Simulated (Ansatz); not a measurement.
# Ti6Al6F: the cost of one run

Program: Ansatz 0.2.0. Level of theory: DFT PBE, scalar-relativistic, plane waves, PAW. These are calculated values, not measurements.

6 further runs of the same task are left out: 6 set aside as unsound or not needed. Runs told in other sessions of the task aren't counted.

### 1 The structure to begin with

It takes space group P1 (No. 1, triclinic). Conventional cell: a = 4.958 Å, b = 5.644 Å, c = 20.187 Å, α = 90.00°, β = 90.00°, γ = 90.00°. Ti (site symmetry 1) has 3 Ti at 2.78 to 2.82 Å and 6 Al at 2.84 to 2.85 Å in its first shell of neighbours. Al (site symmetry 1) has 3 Al at 2.77 to 2.82 Å and 6 Ti at 2.85 to 2.86 Å in its first shell of neighbours. Ti (site symmetry 1) has 4 Ti at 2.74 to 2.82 Å and 8 Al at 2.84 to 2.91 Å in its first shell of neighbours. Around Al (site symmetry 1) lie 4 Al at 2.77 to 2.87 Å and 8 Ti at 2.80 to 2.86 Å. Only part of the 13 independent sites is listed.

Structure file:

```xyz
13
Lattice="5.6437 0.0000 0.0000 0.0000 4.9580 0.0000 0.0000 0.0000 20.1872" Properties=species:S:1:pos:R:3 pbc="T T T"
Ti    0.0000    1.6061    4.0000
Ti    2.8219    1.6061    4.0000
Al    1.4109    4.0851    4.0000
Al    4.2328    4.0851    4.0000
Ti    0.0000    3.1615    6.3056
Ti    2.8219    3.1615    6.3056
Al    1.4109    0.6950    6.2848
Al    4.2328    0.6950    6.2848
Ti    0.0000    4.7572    8.5305
Ti    2.8219    4.7572    8.5305
Al    1.4109    2.2635    8.6872
Al    4.2328    2.2635    8.6872
F     2.3515    2.2635   10.1630
```

This is the geometry of the first run shown, built on a cell relaxed beforehand with the same method.

### 2 Plan of the line

Atoms count from 1 in the order of the input.

F is moved over the surface cell; relaxed at each place: the height of the adsorbate's atoms; substrate rigid; the origin of the map has the adsorbate above Al11.

- position of F13 along the first surface vector, from above Al11: 6 values from 0.000 to 0.833, periodic
- position of F13 along the second surface vector, from above Al11: 6 values from 0.000 to 0.833, periodic

Relaxed at each point: the height of the adsorbate's atoms; substrate rigid. Points are written as (first, second).

The two vectors of the plane (Å): (2.822, 0.000, 0.000); (0.000, 4.958, 0.000).

### 3 Point (2/6, 0/6) of the map's two axes

The input, input.yaml:

```yaml
crystal:
  lattice:
    - [5.6437148484, 0.0, 0.0]
    - [0.0, 4.9580382202, 0.0]
    - [0.0, 0.0, 20.1871503241]
  atoms:
    - { symbol: Ti, position: [0.0, 0.32392942, 0.198145847] }
    - { symbol: Ti, position: [0.5, 0.32392942, 0.198145847] }
    - { symbol: Al, position: [0.25, 0.82392942, 0.198145847] }
    - { symbol: Al, position: [0.75, 0.82392942, 0.198145847] }
    - { symbol: Ti, position: [0.0, 0.6376472326, 0.3123548605] }
    - { symbol: Ti, position: [0.5, 0.6376472326, 0.3123548605] }
    - { symbol: Al, position: [0.25, 0.1401678783, 0.3113266784] }
    - { symbol: Al, position: [0.75, 0.1401678783, 0.3113266784] }
    - { symbol: Ti, position: [0.0, 0.9594831316, 0.4225709848] }
    - { symbol: Ti, position: [0.5, 0.9594831316, 0.4225709848] }
    - { symbol: Al, position: [0.25, 0.4565330558, 0.4303306898] }
    - { symbol: Al, position: [0.75, 0.4565330558, 0.4303306898] }
    - { symbol: F, position: [0.4166666667, 0.4565330558, 0.5034371592] }
basis:
  ecutwfc: 420
kpoints:
  mp_grid: { grid: [5, 6, 1] }
hamiltonian:
  xc: pbe
  pseudopotentials: { kind: paw, azcp: { folder: soft_1 } }
scf:
  occupations: { method: gaussian, width: 0.1 }
output:
  forces: true
  eigenvalues: true
relax:
  adjacent_minimum: "off"
  f_tol: 0.025
  max_steps: 16
  constraints:
    - { sites: [0, 1, 2, 3, 4, 5, 6, 7, 8, 9, 10, 11] }
    - { sites: [12], fix: xy }
efield:
  axis: 3
  dipole_correction: true
  ramp_width: 0.04
```

The run is started by

```sh
> ansatz run input.yaml --threads 4 --pin off --max-ram 12288MiB --backend cpu --events-out ev --progress --plain --runs-dir out
```

**Question.** How long does this run take on 4 threads of Arm Neoverse V1, shared host, and how much memory does it need?

About 63 s, with a peak of 1.3 GiB.
